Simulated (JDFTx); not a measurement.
Runs of JDFTx 1.7.0 (patched build) on H2. The cell holds a molecule in a box, 2 atoms: a = 10.000 Å, b = 10.000 Å, c = 10.000 Å, α = 90.00°, β = 90.00°, γ = 90.00°. 

```tsv
level	potentials or basis	variant of the liquid model	solvent	largest force (eV/Å)
PBE+D3	PseudoDojo-SR-PBE-0.5-standard with smoothed tails	SCCS_g03	H2O	(a)
PBEsol	PseudoDojo-SR-PBEsol-0.4.1-standard with smoothed tails	GLSSA13	CCl4	(b)
PBEsol	PseudoDojo-SR-PBEsol-0.4.1-standard with smoothed tails	GLSSA13	CHCl3	0.42
PBE+D3	PseudoDojo-SR-PBE-0.5-standard with smoothed tails	LA12	H2O	0.21
PBE+D3	PseudoDojo-SR-PBE-0.5-standard with smoothed tails	SoftSphere	H2O	0.18
```

Alike in all rows: task solvation; no spin polarisation; cell as given; k mesh 1 × 1 × 1; cutoff (eV) 980; smearing fixed.

Estimate the missing entries.

(a) 0.14; (b) 0.41.

Caveats: forces may be off by hundredths of an eV/Å; forces in the liquid are good to some per cent; the liquid is a continuum model, checked here against plausible ranges alone.
